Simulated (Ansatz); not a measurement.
**AlH8NOSi2: a ladder of functionals and wavefunction methods**

One table from this session's results is given with a row withheld; the runs are named, their logs left out.

Program: Ansatz 0.2.0, Gaussian basis. Level of theory: functionals in def2-TZVPP, the program's frozen cores in correlated methods. These are calculated values, not measurements.

Levels to be run: PBE-D4, r2SCAN-D4, PBE0-D4, B3LYP-D4, ωB97X-V, ωB97M-V, B2PLYP; CCSD(T)/def2-TZVPP; MP2/def2-QZVPP; extrapolation to the limit.

**The geometry**

An earlier PBE0-D4 in a triple-zeta def2 set relaxation fixed the geometry.

SMILES `[NH2][Al]([SiH3])[SiH2]O`, 13 atoms, charge 0, spin multiplicity 1.

Atoms are counted from 1 here; the program's logs count them from 0.

Bond lengths: N1–Al2 1.772 Å, N1–H6 1.008 Å, N1–H7 1.008 Å, Al2–Si3 2.457 Å, Al2–Si4 2.469 Å, Si3–H8 1.492 Å, Si3–H9 1.492 Å, Si3–H10 1.492 Å, Si4–O5 1.666 Å, Si4–H11 1.498 Å, Si4–H12 1.490 Å, O5–H13 0.958 Å. Angles: Al2–N1–H6 125.4°, Al2–N1–H7 124.4°, H6–N1–H7 110.2°, N1–Al2–Si3 117.1°, N1–Al2–Si4 115.2°, Si3–Al2–Si4 127.6°, Al2–Si3–H8 111.5°, Al2–Si3–H9 112.6°, Al2–Si3–H10 111.4°, H8–Si3–H9 107.2°, H8–Si3–H10 106.6°, H9–Si3–H10 107.2°, Al2–Si4–O5 112.4°, Al2–Si4–H11 111.4°, Al2–Si4–H12 111.7°, O5–Si4–H11 110.4°, O5–Si4–H12 104.5°, H11–Si4–H12 106.1° and more.

Set-up of the first run:

in.yaml

```yaml
crystal:
  periodic: [false, false, false]
  atoms:
    - {symbol: N, position_ang: [0.357810, 1.995490, -0.131494]}
    - {symbol: Al, position_ang: [0.265476, 0.246474, 0.137004]}
    - {symbol: Si, position_ang: [1.556951, -0.668928, 2.016588]}
    - {symbol: Si, position_ang: [-1.196191, -0.982512, -1.428380]}
    - {symbol: O, position_ang: [-2.098729, 0.037140, -2.388109]}
    - {symbol: H, position_ang: [0.901535, 2.642070, 0.417846]}
    - {symbol: H, position_ang: [-0.089160, 2.478637, -0.894942]}
    - {symbol: H, position_ang: [2.519643, -1.713813, 1.560374]}
    - {symbol: H, position_ang: [2.345750, 0.375890, 2.732868]}
    - {symbol: H, position_ang: [0.668172, -1.318946, 3.023995]}
    - {symbol: H, position_ang: [-2.089393, -1.941097, -0.702659]}
    - {symbol: H, position_ang: [-0.406629, -1.800451, -2.391090]}
    - {symbol: H, position_ang: [-2.714835, 0.615344, -1.937202]}
basis:
  gaussian: {orbitals: def2-TZVPP}
hamiltonian: {xc: pbe, dispersion: d4}
output: {forces: true, orbitals: {seedname: orbitals}}
```

Command:

```
ansatz run in.yaml --threads 4 --pin off --events-out ev --progress --plain --max-ram 10444MiB
```

Steps of the session up to this table: PBE-D4 (GGA); r2SCAN-D4 (meta-GGA); PBE0-D4 (hybrid); B3LYP-D4 (hybrid); ωB97X-V (range-separated); ωB97M-V (range-separated); B2PLYP (double hybrid); CCSD(T) in def2-TZVPP; MP2 in def2-QZVPP.

One table of the session follows, with a row left open; its other results are not shown here.

```
            method  atomisation energy (kJ/mol)
            PBE-D4                       4105.0
         r2SCAN-D4                       4097.4
           PBE0-D4                       4051.8
          B3LYP-D4                       4099.3
           ωB97X-V                       4134.7
           ωB97M-V                       4104.2
            B2PLYP                       4044.3
     HF/def2-TZVPP                            ?
    MP2/def2-TZVPP                       4004.0
   CCSD/def2-TZVPP                       3941.4
CCSD(T)/def2-TZVPP                       3992.1
           MP2/CBS                       4130.4
       CCSD(T)/CBS                       4118.6
```

Q: Estimate the row for HF/def2-TZVPP from the others.

The run gave: atomisation energy (kJ/mol): 2955.4. In the column «atomisation energy (kJ/mol)» it is the lowest.
